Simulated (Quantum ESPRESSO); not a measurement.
# Ir in Quantum ESPRESSO: a series of runs, part 2 of 2

Quantum ESPRESSO 7.5.

**4. Work function, PBE**

Contents of pw.in:

```
&CONTROL
  calculation = 'scf'
  prefix = 'pwscf'
  outdir = './tmp'
  pseudo_dir = './pseudo'
  tprnfor = .true.
  disk_io = 'low'
/
&SYSTEM
  ibrav = 0
  celldm(1) = 8
  nat = 1
  ntyp = 1
  ecutwfc = 68
  nbnd = 15
  occupations = 'smearing'
  smearing = 'fd'
  degauss = 0.00367493
/
&ELECTRONS
  conv_thr = 1d-09
  electron_maxstep = 150
  mixing_beta = 0.3
  mixing_mode = 'local-TF'
/
ATOMIC_SPECIES
Ir   192.2170 Ir.upf
CELL_PARAMETERS alat
  0.5791632626753  -0.0000000000000   0.0000000000000
 -0.0000000000000   0.5791632626753   0.0000000000000
  0.0000000000000   0.0000000000000   5.6219352207617
ATOMIC_POSITIONS crystal
Ir     0.0000000000    0.0000000000    0.2941200000
K_POINTS automatic
11 11 1 0 0 0
```

Contents of pp_density.in:

```
&INPUTPP
  prefix = 'pwscf'
  outdir = './tmp'
  filplot = 'density.dat'
  plot_num = 0
/
&PLOT
  nfile = 1
  filepp(1) = 'density.dat'
  iflag = 3
  output_format = 6
  fileout = 'density.cube'
/
```

Contents of pp_potential.in:

```
&INPUTPP
  prefix = 'pwscf'
  outdir = './tmp'
  filplot = 'potential.dat'
  plot_num = 11
/
&PLOT
  nfile = 1
  filepp(1) = 'potential.dat'
  iflag = 3
  output_format = 6
  fileout = 'potential.cube'
/
```

Contents of pp_elf.in:

```
&INPUTPP
  prefix = 'pwscf'
  outdir = './tmp'
  filplot = 'elf.dat'
  plot_num = 8
/
&PLOT
  nfile = 1
  filepp(1) = 'elf.dat'
  iflag = 3
  output_format = 6
  fileout = 'elf.cube'
/
```

Potentials or basis: PseudoDojo 0.5 SR PBE standard.

Started as:

```sh
$ OMP_NUM_THREADS=1 mpirun -n 2 pw.x -nk 2 -in pw.in > pw.out
$ OMP_NUM_THREADS=1 mpirun -n 1 pp.x -in pp_density.in > pp_density.out
$ OMP_NUM_THREADS=1 mpirun -n 1 pp.x -in pp_potential.in > pp_potential.out
$ OMP_NUM_THREADS=1 mpirun -n 1 pp.x -in pp_elf.in > pp_elf.out
```

pw.out:

```text
This program is part of the open-source Quantum ESPRESSO suite
     for quantum simulation of materials; please cite
[... 6 lines left out ...]
     using ibrav=0 with symmetry is DISCOURAGED, use correct ibrav instead

     K-points division:     npool     =       2
     Subspace diagonalization in iterative solution of the eigenvalue problem:
     a serial algorithm will be used

     G-vector sticks info
     --------------------
     sticks:   dense  smooth     PW     G-vecs:    dense   smooth      PW
     Sum         465     465    145                73037    73037   12395

     Using Slab Decomposition

     bravais-lattice index     =            0
     lattice parameter (alat)  =       8.0000  a.u.
     unit-cell volume          =     965.5123 (a.u.)^3
     number of atoms/cell      =            1
     number of atomic types    =            1
     number of electrons       =        17.00
     number of Kohn-Sham states=           15
     kinetic-energy cutoff     =      68.0000  Ry
     charge density cutoff     =     272.0000  Ry
     scf convergence threshold =      1.0E-09
     mixing beta               =       0.3000
     number of iterations used =            8  local-TF  mixing
     Exchange-correlation= PBE
                           (   1   4   3   4   0   0   0)

     celldm(1)=   8.000000  celldm(2)=   0.000000  celldm(3)=   0.000000
     celldm(4)=   0.000000  celldm(5)=   0.000000  celldm(6)=   0.000000

     crystal axes: (cart. coord. in units of alat)
               a(1) = (   0.579163  -0.000000   0.000000 )
               a(2) = (  -0.000000   0.579163   0.000000 )
               a(3) = (   0.000000   0.000000   5.621935 )
[... 34 lines left out ...]
        k(    3) = (   0.0000000   0.3139325   0.0000000), wk =   0.0661157
        k(    4) = (   0.0000000   0.4708988   0.0000000), wk =   0.0661157
        k(    5) = (   0.0000000   0.6278650   0.0000000), wk =   0.0661157
        k(    6) = (   0.0000000   0.7848313   0.0000000), wk =   0.0661157
[... 13 lines left out ...]
        k(   20) = (   0.6278650   0.7848313   0.0000000), wk =   0.1322314
        k(   21) = (   0.7848313   0.7848313   0.0000000), wk =   0.0661157

     Dense  grid:    73037 G-vectors     FFT dimensions: (  25,  25, 240)

     Initial potential from superposition of free atoms

     starting charge      16.9998, renormalised to      17.0000

     negative rho (up, down):  9.416E-05 0.000E+00
     Starting wfcs are   10 randomized atomic wfcs +    5 random wfcs

     Self-consistent Calculation

     iteration #  1     ecut=    68.00 Ry     beta= 0.30
     Davidson diagonalization with overlap
     ethr =  1.00E-02,  avg # of iterations =  7.9

     Threshold (ethr) on eigenvalues was too large:
     Diagonalizing with lowered threshold

     Davidson diagonalization with overlap
     ethr =  4.64E-05,  avg # of iterations =  7.1

     negative rho (up, down):  4.461E-05 0.000E+00
[... 113 lines left out ...]
     iteration # 15     ecut=    68.00 Ry     beta= 0.30
     Davidson diagonalization with overlap
     ethr =  1.13E-11,  avg # of iterations =  2.2

     End of self-consistent calculation

          k = 0.0000 0.0000 0.0000 (  9063 PWs)   bands (ev):

   -95.1506 -51.6511 -51.5293 -51.5293 -10.7071  -9.2756  -5.4721  -2.2074
    -2.2074  -1.7231  -0.7558   2.7922   3.1638   3.2648   4.0696
[... 98 lines left out ...]
   -94.9863 -52.4979 -52.4962 -51.4203  -9.4703  -5.9858  -5.9273  -2.6651
     1.0070   4.5819   6.2402   9.3259  10.4104  11.8898  12.3594

     the Fermi energy is    -2.9260 ev

!    total energy              =    -230.16779378 Ry
     estimated scf accuracy    <          7.9E-11 Ry
     smearing contrib. (-TS)   =      -0.00116759 Ry
     internal energy E=F+TS    =    -230.16662619 Ry

     The total energy is F=E-TS. E is the sum of the following terms:
     one-electron contribution =   -1145.04235383 Ry
     hartree contribution      =     567.65388613 Ry
     xc contribution           =     -43.54652808 Ry
     ewald contribution        =     390.76836959 Ry

     convergence has been achieved in  15 iterations

     Forces acting on atoms (cartesian axes, Ry/au):

     atom    1 type  1   force =     0.00000000    0.00000000    0.00000000

     Total force =     0.000000     Total SCF correction =     0.000003

=------------------------------------------------------------------------------=
   JOB DONE.
=------------------------------------------------------------------------------=
```

pp_density.out:

```text
This program is part of the open-source Quantum ESPRESSO suite
     for quantum simulation of materials; please cite
         "P. Giannozzi et al., J. Phys.:Condens. Matter 21 395502 (2009);
         "P. Giannozzi et al., J. Phys.:Condens. Matter 29 465901 (2017);
         "P. Giannozzi et al., J. Chem. Phys. 152 154105 (2020);
     in publications or presentations arising from this work. More details at

     IMPORTANT: XC functional enforced from input :
     Exchange-correlation= PBE
                           (   1   4   3   4   0   0   0)
     Any further DFT definition will be discarded
     Please, verify this is what you really want

     G-vector sticks info
     --------------------
     sticks:   dense  smooth     PW     G-vecs:    dense   smooth      PW
     Sum         465     465    145                73037    73037   12395

     Using Slab Decomposition

     Calling punch_plot, plot_num =   0
     Writing data to file  density.dat
     Reading data from file  density.dat

     Writing data to be plotted to file density.cube
     Plot Type: 3D                     Output format: Gaussian cube

=------------------------------------------------------------------------------=
   JOB DONE.
=------------------------------------------------------------------------------=
```

pp_potential.out:

```text
This program is part of the open-source Quantum ESPRESSO suite
     for quantum simulation of materials; please cite
         "P. Giannozzi et al., J. Phys.:Condens. Matter 21 395502 (2009);
         "P. Giannozzi et al., J. Phys.:Condens. Matter 29 465901 (2017);
         "P. Giannozzi et al., J. Chem. Phys. 152 154105 (2020);
     in publications or presentations arising from this work. More details at

     IMPORTANT: XC functional enforced from input :
     Exchange-correlation= PBE
                           (   1   4   3   4   0   0   0)
     Any further DFT definition will be discarded
     Please, verify this is what you really want

     G-vector sticks info
     --------------------
     sticks:   dense  smooth     PW     G-vecs:    dense   smooth      PW
     Sum         465     465    145                73037    73037   12395

     Using Slab Decomposition

     Calling punch_plot, plot_num =  11
     Writing data to file  potential.dat
     Reading data from file  potential.dat

     Writing data to be plotted to file potential.cube
     Plot Type: 3D                     Output format: Gaussian cube

=------------------------------------------------------------------------------=
   JOB DONE.
=------------------------------------------------------------------------------=
```

Run time: 35 s. Hardware: 2 MPI ranks of Arm Neoverse V2, shared host; peak memory 0.3 GiB.

Results:

| Quantity | Value |
| --- | --- |
| Free energy | -3131.5924 eV |
| Band gap on the k mesh | none (metal or under the smearing width) |
| Work function of the upper face | 6.06 eV |
| Work function of the lower face | 6.06 eV |

**5. Work function, PBE**

pw.in is that of step 4.

pp_density.in is that of step 4.

pp_potential.in is that of step 4.

pp_elf.in is that of step 4.

Potentials or basis: PseudoDojo 0.5 SR PBE stringent.

Started as:

```sh
$ OMP_NUM_THREADS=1 mpirun -n 2 pw.x -nk 2 -in pw.in > pw.out
$ OMP_NUM_THREADS=1 mpirun -n 1 pp.x -in pp_density.in > pp_density.out
$ OMP_NUM_THREADS=1 mpirun -n 1 pp.x -in pp_potential.in > pp_potential.out
$ OMP_NUM_THREADS=1 mpirun -n 1 pp.x -in pp_elf.in > pp_elf.out
```

pw.out:

```text
This program is part of the open-source Quantum ESPRESSO suite
     for quantum simulation of materials; please cite
[... 6 lines left out ...]
     using ibrav=0 with symmetry is DISCOURAGED, use correct ibrav instead

     K-points division:     npool     =       2
     Subspace diagonalization in iterative solution of the eigenvalue problem:
     a serial algorithm will be used

     G-vector sticks info
     --------------------
     sticks:   dense  smooth     PW     G-vecs:    dense   smooth      PW
     Sum         465     465    145                73037    73037   12395

     Using Slab Decomposition

     bravais-lattice index     =            0
     lattice parameter (alat)  =       8.0000  a.u.
     unit-cell volume          =     965.5123 (a.u.)^3
     number of atoms/cell      =            1
     number of atomic types    =            1
     number of electrons       =        17.00
     number of Kohn-Sham states=           15
     kinetic-energy cutoff     =      68.0000  Ry
     charge density cutoff     =     272.0000  Ry
     scf convergence threshold =      1.0E-09
[... 82 lines left out ...]
     Diagonalizing with lowered threshold

     Davidson diagonalization with overlap
     ethr =  4.64E-05,  avg # of iterations =  7.1

     negative rho (up, down):  4.461E-05 0.000E+00
[... 113 lines left out ...]
     iteration # 15     ecut=    68.00 Ry     beta= 0.30
     Davidson diagonalization with overlap
     ethr =  1.13E-11,  avg # of iterations =  2.2

     End of self-consistent calculation

          k = 0.0000 0.0000 0.0000 (  9063 PWs)   bands (ev):

   -95.1506 -51.6511 -51.5293 -51.5293 -10.7071  -9.2756  -5.4721  -2.2074
    -2.2074  -1.7231  -0.7558   2.7922   3.1638   3.2648   4.0696
[... 98 lines left out ...]
   -94.9863 -52.4979 -52.4962 -51.4203  -9.4703  -5.9858  -5.9273  -2.6651
     1.0070   4.5819   6.2402   9.3259  10.4104  11.8898  12.3594

     the Fermi energy is    -2.9260 ev

!    total energy              =    -230.16779378 Ry
     estimated scf accuracy    <          7.9E-11 Ry
     smearing contrib. (-TS)   =      -0.00116759 Ry
     internal energy E=F+TS    =    -230.16662619 Ry

     The total energy is F=E-TS. E is the sum of the following terms:
     one-electron contribution =   -1145.04235383 Ry
     hartree contribution      =     567.65388613 Ry
     xc contribution           =     -43.54652808 Ry
     ewald contribution        =     390.76836959 Ry

     convergence has been achieved in  15 iterations

     Forces acting on atoms (cartesian axes, Ry/au):

     atom    1 type  1   force =     0.00000000    0.00000000    0.00000000

     Total force =     0.000000     Total SCF correction =     0.000003

=------------------------------------------------------------------------------=
   JOB DONE.
=------------------------------------------------------------------------------=
```

pp_potential.out:

```text
This program is part of the open-source Quantum ESPRESSO suite
     for quantum simulation of materials; please cite
         "P. Giannozzi et al., J. Phys.:Condens. Matter 21 395502 (2009);
         "P. Giannozzi et al., J. Phys.:Condens. Matter 29 465901 (2017);
         "P. Giannozzi et al., J. Chem. Phys. 152 154105 (2020);
     in publications or presentations arising from this work. More details at

     IMPORTANT: XC functional enforced from input :
     Exchange-correlation= PBE
                           (   1   4   3   4   0   0   0)
     Any further DFT definition will be discarded
     Please, verify this is what you really want

     G-vector sticks info
     --------------------
     sticks:   dense  smooth     PW     G-vecs:    dense   smooth      PW
     Sum         465     465    145                73037    73037   12395

     Using Slab Decomposition

     Calling punch_plot, plot_num =  11
     Writing data to file  potential.dat
     Reading data from file  potential.dat

     Writing data to be plotted to file potential.cube
     Plot Type: 3D                     Output format: Gaussian cube

=------------------------------------------------------------------------------=
   JOB DONE.
=------------------------------------------------------------------------------=
```

Run time: 35 s. Hardware: 2 MPI ranks of Arm Neoverse V2, shared host; peak memory 0.3 GiB.

What came out:

| Property | Result |
| --- | --- |
| Free energy | -3131.5924 eV |
| Band gap on the k mesh | none (metal or under the smearing width) |
| Work function of the upper face | 6.06 eV |
| Work function of the lower face | 6.06 eV |

Levels at points of the mesh, in eV from the Fermi level:
| k point | band 5 | band 6 | band 7 | band 8 | band 9 | band 10 | band 11 | band 12 |
| --- | --- | --- | --- | --- | --- | --- | --- | --- |
| (0.00, 0.00, 0.00) | -7.78 | -6.35 | -2.55 | 0.72 | 0.72 | 1.20 | 2.17 | 5.72 |

The run has no spin-orbit coupling, so splittings on Ir are missing.

**6. The runs side by side**

| potentials or basis | gap on the mesh (eV) | work function (eV) |
| --- | --- | --- |
| PseudoDojo 0.4 SR PBE stringent | none | 6.06 |
| PseudoDojo 0.4.1 SR PBE standard | none | 6.06 |
| PseudoDojo 0.5 SR PBE standard | none | 6.06 |
| PseudoDojo 0.5 SR PBE stringent | none | 6.06 |

Alike in all rows: task work function; level PBE; no spin polarisation; cell as given; k mesh 11 × 11 × 1; cutoff (eV) 925; smearing fermi-dirac 0.05 eV.

Total energies depend on the potentials used, so only differences within one code and one set of settings carry meaning.
